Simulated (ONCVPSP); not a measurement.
# P: the cost of one run

Method: ONCVPSP 4.0.1, LDA (Perdew-Wang 92), scalar-relativistic.

## (1) The atom and the settings

Typed settings, in words:

```json
{"element": "phosphorus (P, Z = 15)", "type": "optimised norm-conserving Vanderbilt (ONCV)", "frozen core": "[He]", "valence charge": "13", "reference configuration": "2s2 2p6 3s2 3p3", "partial waves": "2s+3s: rc 0.75 bohr, ncon 3, nbas 7, qcut 15.7 1/bohr, 2 projectors; 2p+3p: rc 0.90 bohr, ncon 4, nbas 8, qcut 12.4 1/bohr, 2 projectors", "local potential": "polynomial inside 0.75 bohr (lpopt 5, dvloc0 4 Ha)", "core correction": "Teter function, fcfact 4.25, rcfact 1.4"}
```

The outer shells as boxes (Hund's rule for the drawing; the calculation is spin-unpolarised):

```
[He] core
2s [↑↓]
2p [↑↓][↑↓][↑↓]
3s [↑↓]
3p [↑ ][↑ ][↑ ]
```

An earlier all-electron run gives the scale for the radii.

All-electron outer shells of the reference configuration (LDA (PZ), scalar-relativistic, ld1.x):

| shell | level (eV) | outermost node (bohr) | outermost maximum (bohr) |
| --- | --- | --- | --- |
| 1s | -2076.07 | – | 0.07 |
| 2s | -173.14 | 0.14 | 0.42 |
| 2p | -124.52 | – | 0.35 |
| 3s | -14.02 | 0.66 | 1.56 |
| 3p | -5.60 | 0.64 | 1.83 |

## (2) The generation run

P.dat reads:

```
# ATOM AND REFERENCE CONFIGURATION
# atsym  z   nc   nv     iexc    psfile
  P 15.00    1    4  -001012      upf
#
#   n    l    f
    1    0    2.00
    2    0    2.00
    2    1    6.00
    3    0    2.00
    3    1    3.00
#
# PSEUDOPOTENTIAL AND OPTIMIZATION
# lmax
    1
#
#   l,   rc,      ep,       ncon, nbas, qcut
    0    0.75    0.00    3    7   15.70
    1    0.90    0.00    4    8   12.40
#
# LOCAL POTENTIAL
# lloc, lpopt,  rc(5),   dvloc0
    4    5    0.75    4.00
#
# VANDERBILT-KLEINMAN-BYLANDER PROJECTORs
# l, nproj, debl
    0    2    3.00
    1    2    1.00
#
# MODEL CORE CHARGE
# icmod, fcfact, rcfact
    3    4.25    1.40
#
# LOG DERIVATIVE ANALYSIS
# epsh1, epsh2, depsh
   -8.00    5.00    0.04
#
# OUTPUT GRID
# rlmax, drl
    6.00    0.01
#
# TEST CONFIGURATIONS
# ncnf
    4
# nvcnf
#   n    l    f
    4
    2    0    2.00
    2    1    6.00
    3    0    2.00
    3    1    2.00
#
    4
    2    0    2.00
    2    1    6.00
    3    0    2.00
    3    1    1.00
#
    4
    2    0    2.00
    2    1    6.00
    3    0    2.00
    3    1    0.00
#
    4
    2    0    2.00
    2    1    6.00
    3    0    1.00
    3    1    4.00
#
```

Command:

```console
oncvpsp.x < P.dat > P.out
```

**Question.** How long does this run take on 1 thread of Intel Xeon Platinum 8488C, shared host?

About 2.7 s.
